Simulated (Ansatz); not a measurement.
# C2H7BO: the cost of one run

All numbers below are computed with Ansatz 0.2.0 (RKS PBE0-D4/6-31G*).

## 1. The system as given

Bond lengths: B1–O2 1.410 Å, O2–H3 1.010 Å, B1–C4 1.600 Å, C4–H5 1.110 Å, C4–H6 1.110 Å, C4–H7 1.110 Å, B1–C8 1.600 Å, C8–H9 1.110 Å, C8–H10 1.110 Å, C8–H11 1.110 Å. Angles (14 of 16 angles, heavy atoms first): O2–B1–C4 120.0°, O2–B1–C8 120.0°, C4–B1–C8 120.0°, B1–O2–H3 109.5°, B1–C4–H5 109.5°, B1–C4–H6 109.5°, B1–C4–H7 109.5°, B1–C8–H9 109.5°, B1–C8–H10 109.5°, B1–C8–H11 109.5°, H5–C4–H6 109.4°, H5–C4–H7 109.4°, H6–C4–H7 109.4°, H9–C8–H10 109.4°.

Coordinates:

```xyz
11

B     0.0000    0.0000    0.0000
O     0.0000    0.0000    1.4100
H    -0.9095   -0.2814    1.7471
C     1.3856    0.0000   -0.8000
H     1.7152   -1.0462   -0.9702
H     1.2491    0.5080   -1.7774
H     2.1552    0.5381   -0.2082
C    -1.3856    0.0000   -0.8000
H    -1.9458   -0.9305   -0.5708
H    -1.9898    0.8797   -0.4946
H    -1.1839    0.0508   -1.8903
```

## 2. Relaxing the start

File input.yaml:

```yaml
crystal:
  periodic: [false, false, false]
  atoms:
    - { symbol: B, position_ang: [0.0, 0.0, 0.0] }
    - { symbol: O, position_ang: [0.0, 0.0, 1.41] }
    - { symbol: H, position_ang: [-0.9095, -0.2814, 1.7471] }
    - { symbol: C, position_ang: [1.3856, 0.0, -0.8] }
    - { symbol: H, position_ang: [1.7152, -1.0462, -0.9702] }
    - { symbol: H, position_ang: [1.2491, 0.508, -1.7774] }
    - { symbol: H, position_ang: [2.1552, 0.5381, -0.2082] }
    - { symbol: C, position_ang: [-1.3856, 0.0, -0.8] }
    - { symbol: H, position_ang: [-1.9458, -0.9305, -0.5708] }
    - { symbol: H, position_ang: [-1.9898, 0.8797, -0.4946] }
    - { symbol: H, position_ang: [-1.1839, 0.0508, -1.8903] }
basis:
  gaussian: { orbitals: "6-31G*" }
hamiltonian:
  xc: pbe0
  dispersion: d4
relax:
  f_tol: 0.02
  max_steps: 40
```

Run with:

```console
$ ansatz run input.yaml --threads 1 --pin off --max-ram 2048MiB --backend cpu --events-out ev --progress --plain --runs-dir out
```

Q: Estimate wall time and peak memory on 1 thread of Arm Neoverse V2, shared host.

About 71 s, with a peak of 0.13 GiB.
